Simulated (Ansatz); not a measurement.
Write the native input for Ansatz 0.2.0 that does the following.

```
Task                              : single point
Functional                        : PBE
Potentials or basis               : Ansatz PAW
Cutoff                            : 420 eV (not typed: the program's choice for these potentials)
k mesh                            : 4 × 4 × 1
Occupations                       : fermi-dirac, width 0.05 eV
Spin                              : no spin polarisation
Boundary along the surface normal : dipole_correction
Miller                            : [0, 0, 1]
Adsorbate                         : N2
Bulk formula                      : PtSe2
```

The system is Pt2Se4N, a slab with vacuum.

```xyz
14
Lattice="7.4480 0.0000 0.0000 -3.7240 6.4502 0.0000 0.0000 0.0000 21.6310" Properties=species:S:1:pos:R:3 pbc="T T T"
Se    1.8620    1.0750    8.0000
Se    0.0000    4.3001    8.0000
Se    5.5860    1.0750    8.0000
Se    3.7240    4.3001    8.0000
Pt    0.0000    0.0000    9.2655
Pt   -1.8620    3.2251    9.2655
Pt    3.7240    0.0000    9.2655
Pt    1.8620    3.2251    9.2655
Se    0.0000    2.1501   10.5310
Se   -1.8620    5.3751   10.5310
Se    3.7240    2.1501   10.5310
Se    1.8620    5.3751   10.5310
N     1.8620    5.3751   13.3510
N     1.8620    5.3751   14.4510
```

The cell isn't the ideal one: N2 (upright) over a top site of the (0 0 1) slab of PtSe2, cut from the database cell, not relaxed.

The input as run:

input.yaml

```yaml
crystal:
  lattice:
    - [7.4480012092, 0.0, 0.0]
    - [-3.7240006046, 6.4501582546, 0.0]
    - [0.0, 0.0, 21.631]
  atoms:
    - { symbol: Se, position: [0.3333333334, 0.1666666667, 0.3698395821] }
    - { symbol: Se, position: [0.3333333334, 0.6666666667, 0.3698395821] }
    - { symbol: Se, position: [0.8333333334, 0.1666666667, 0.3698395821] }
    - { symbol: Se, position: [0.8333333334, 0.6666666667, 0.3698395821] }
    - { symbol: Pt, position: [0.0, 0.0, 0.428343581] }
    - { symbol: Pt, position: [0.0, 0.5, 0.428343581] }
    - { symbol: Pt, position: [0.5, 0.0, 0.428343581] }
    - { symbol: Pt, position: [0.5, 0.5, 0.428343581] }
    - { symbol: Se, position: [0.1666666667, 0.3333333333, 0.4868475799] }
    - { symbol: Se, position: [0.1666666666, 0.8333333333, 0.4868475799] }
    - { symbol: Se, position: [0.6666666667, 0.3333333333, 0.4868475799] }
    - { symbol: Se, position: [0.6666666666, 0.8333333333, 0.4868475799] }
    - { symbol: "N", position: [0.6666666666, 0.8333333333, 0.6172160325] }
    - { symbol: "N", position: [0.6666666666, 0.8333333333, 0.6680689751] }
hamiltonian:
  xc: pbe
  pseudopotentials: { kind: paw }
kpoints:
  mp_grid: { grid: [4, 4, 1] }
scf:
  occupations: { method: fermi_dirac, width: 0.05 }
output:
  forces: true
  eigenvalues: true
efield:
  axis: 3
  dipole_correction: true
  ramp_width: 0.04
```

Potentials or basis: Ansatz PAW.

Run with:

```console
$ ansatz run input.yaml --threads 4 --pin off --max-ram 11264MiB --backend cpu --events-out ev --progress --plain --runs-dir out
```

Results of the run:

```yaml
Largest_force: 0.720 eV/Å
Band_gap_on_the_k_mesh: 1.35 eV, indirect (least direct gap 1.46 eV)
Work_function_of_the_upper_face: 4.77 eV
Work_function_of_the_lower_face: 4.96 eV
Dipole_across_the_slab: 0.050 e·Å
```

Caveat: spin-orbit coupling is left out, which moves the levels of the heavy elements.

Run time: 22 s on 4 threads of Arm Neoverse V1 (shared host), peak memory 2.2 GiB.
